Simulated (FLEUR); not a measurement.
## BiTe in FLEUR: convergence with k mesh

Input of the first run (k mesh 2 × 2 × 2); the others differ in this setting and in those tied to it:

inp.xml

```xml
<?xml version="1.0" encoding="UTF-8" standalone="no"?>
<fleurInput fleurInputVersion="0.39">
   <comment>
      BiTe                                                                                                
   </comment>
   <calculationSetup>
      <cutoffs Kmax="4.1" Gmax="12.7" GmaxXC="12.7" numbands="0"/>
      <scfLoop itmax="60" minDistance="0.00001" maxIterBroyd="15" imix="Anderson" alpha="0.05" precondParam="0.0" spinf="2.0" sdNocoIR="T"/>
      <coreElectrons ctail="T" frcor="F" kcrel="0" coretail_lmax="0"/>
      <xcFunctional name="vwn" relativisticCorrections="F"/>
      <magnetism jspins="1"/>
      <soc l_soc="F" theta="0.0" phi="0.0" spav="F"/>
      <expertModes spex="0" secvar="F"/>
      <geometryOptimization l_f="T" forcealpha="1.0" forcemix="BFGS" epsdisp="0.0005" epsforce="0.0002"/>
      <ldaU l_linMix="F" mixParam="0.05" spinf="1.0"/>
   </calculationSetup>
   <cell>
      <bzIntegration valenceElectrons="43.0" mode="hist" fermiSmearingEnergy="0.00183747">
         <kPointListSelection listName="default-1"/>
         <!-- k-points included here -->
         <xi:include xmlns:xi="http://www.w3.org/2001/XInclude" href="kpts.xml"> </xi:include>
      </bzIntegration>
      <!-- symmetry operations included here -->
      <xi:include xmlns:xi="http://www.w3.org/2001/XInclude" href="sym.xml"> </xi:include>
      <bulkLattice scale="1.0">
         <bravaisMatrix>
            <row-1>    0.0000000000000000     6.1132640130809994     6.1132640130809994</row-1>
            <row-2>    6.1132640130809994     0.0000000000000000     6.1132640130809994</row-2>
            <row-3>    6.1132640130809994     6.1132640130809994     0.0000000000000000</row-3>
         </bravaisMatrix>
      </bulkLattice>
   </cell>
   <atomSpecies>
      <species name="Bismuth (Bi)" element="Bi" atomicNumber="83">
         <mtSphere radius="2.66" gridPoints="879" logIncrement="0.015"/>
         <atomicCutoffs lmax="10" lnonsphr="10"/>
         <electronConfig flipSpins="F">
            <coreConfig>(1s1/2) (2s1/2) (2p1/2) (2p3/2) (3s1/2) (3p1/2) (3p3/2) (4s1/2) (3d3/2) (3d5/2) (4p1/2) (4p3/2) (5s1/2) (4d3/2) (4d5/2) (4f5/2) (4f7/2)</coreConfig>
            <valenceConfig>(5p1/2) (5p3/2) (6s1/2) (5d3/2) (5d5/2) (6p1/2) (6p3/2)</valenceConfig>
            <stateOccupation state="(6p1/2)" spinUp="0.500000" spinDown="0.500000"/>
            <stateOccupation state="(6p3/2)" spinUp="1.000000" spinDown="1.000000"/>
         </electronConfig>
         <energyParameters s="6" p="6" d="5" f="5"/>
         <lo type="SCLO" l="1" n="5" eDeriv="0"/>
         <lo type="SCLO" l="1" n="5" eDeriv="1"/>
         <lo type="SCLO" l="0" n="6" eDeriv="2"/>
         <lo type="SCLO" l="2" n="5" eDeriv="2"/>
         <lo type="SCLO" l="3" n="5" eDeriv="2"/>
      </species>
      <species name="Tellurium (Te)" element="Te" atomicNumber="52">
         <mtSphere radius="2.66" gridPoints="879" logIncrement="0.015"/>
         <atomicCutoffs lmax="10" lnonsphr="10"/>
         <electronConfig flipSpins="F">
            <coreConfig>(1s1/2) (2s1/2) (2p1/2) (2p3/2) (3s1/2) (3p1/2) (3p3/2) (4s1/2) (3d3/2) (3d5/2)</coreConfig>
            <valenceConfig>(4p1/2) (4p3/2) (5s1/2) (4d3/2) (4d5/2) (5p1/2) (5p3/2)</valenceConfig>
            <stateOccupation state="(5p1/2)" spinUp="0.666667" spinDown="0.666667"/>
            <stateOccupation state="(5p3/2)" spinUp="1.333333" spinDown="1.333333"/>
         </electronConfig>
         <energyParameters s="5" p="5" d="5" f="4"/>
         <lo type="SCLO" l="1" n="4" eDeriv="0"/>
         <lo type="SCLO" l="1" n="4" eDeriv="1"/>
         <lo type="SCLO" l="2" n="4" eDeriv="0"/>
         <lo type="SCLO" l="2" n="4" eDeriv="1"/>
         <lo type="SCLO" l="0" n="5" eDeriv="2"/>
         <lo type="SCLO" l="3" n="4" eDeriv="2"/>
      </species>
   </atomSpecies>
   <atomGroups>
      <atomGroup species="Bismuth (Bi)">
         <relPos label="                   1">.0000000000 .0000000000 .0000000000</relPos>
         <force calculate="T" relaxXYZ="TTT"/>
      </atomGroup>
      <atomGroup species="Tellurium (Te)">
         <relPos label="                   2">1.000/2.000 1.000/2.000 1.000/2.000</relPos>
         <force calculate="T" relaxXYZ="TTT"/>
      </atomGroup>
   </atomGroups>
   <output dos="F" band="F" slice="F">
      <checks vchk="F" cdinf="F"/>
      <bandDOS minEnergy="-.5*Htr" maxEnergy="0.5*Htr" sigma="0.015" storeEVData="T"/>
      <vacuumDOS vacdos="F" integ="F" star="F" nstars="0" locx1="0.0" locy1="0.0" locx2="0.0" locy2="0.0" nstm="0" tworkf="0.0"/>
      <unfoldingBand unfoldBand="F" supercellX="1" supercellY="1" supercellZ="1"/>
      <plotting iplot="0" polar="F">
         <plot TwoD="T" vec1="  1.0  0.0  0.0" vec2="  0.0  1.0  0.0" vec3="  0.0  0.0  1.0" zero="  0.0  0.0  0.0" file="plot"/>
      </plotting>
      <chargeDensitySlicing numkpt="0" minEigenval="0.0" maxEigenval="0.0" nnne="0" pallst="F"/>
      <specialOutput eonly="F"/>
      <moessbauerParams electricFieldGradient="T" isomerShift="T" coreHyperfine="T" valenceHyperfine="T"/>
      <magneticCircularDichroism mcd="F" energyLo="-10.0" energyUp="0.0"/>
   </output>
  <!-- We include the file relax.xml here to enable relaxations (see documentation) -->
  <xi:include xmlns:xi="http://www.w3.org/2001/XInclude" href="relax.xml"> <xi:fallback/> </xi:include>
</fleurInput>
```

crystal.txt

```
BiTe
&input cartesian=F /
0.0000000000  3.2350000000  3.2350000000
3.2350000000  0.0000000000  3.2350000000
3.2350000000  3.2350000000  0.0000000000
1.8897261246
1.0 1.0 1.0

2
83 0.0000000000  0.0000000000  0.0000000000
52 0.5000000000  0.5000000000  0.5000000000

&kpt div1=2 div2=2 div3=2 gamma=T /
```

Potentials or basis: all-electron, FLAPW.

The run is started by

```sh
$ inpgen -f crystal.txt -profile fastHighL
$ # inp.xml edited to the form shown
$ fleur_MPI
```

Hardware: 1 thread of Arm Neoverse V2 (shared host).

| k mesh | energy less the tightest run, at zero smearing (meV/atom) | SCF cycles | CPU time (s) | peak memory (GiB) |
| --- | --- | --- | --- | --- |
| 2 × 2 × 2 | 768.04 | 18 | 18 | 0.07 |
| 3 × 3 × 3 | 70.00 | 15 | 18 | 0.07 |
| 4 × 4 × 4 | -11.33 | 15 | 30 | 0.07 |
| 5 × 5 × 5 | -0.54 | 14 | 34 | 0.07 |
| 6 × 6 × 6 | 4.22 | 15 | 55 | 0.07 |
| 7 × 7 × 7 | 12.63 | 15 | 65 | 0.07 |
| 9 × 9 × 9 | 2.91 | 14 | 100 | 0.07 |
| 10 × 10 × 10 | 0.00 | 14 | 130 | 0.07 |

Not settled before the last step: the energy (to 1 meV/atom). Meshes of other sizes hit other points, so gaps and Fermi surfaces needn't settle smoothly. The tightest run that finished is the yardstick and may itself not be fully converged.

Caveat, for the tightest run too: spin-orbit coupling is left out, which moves the levels of the heavy elements.
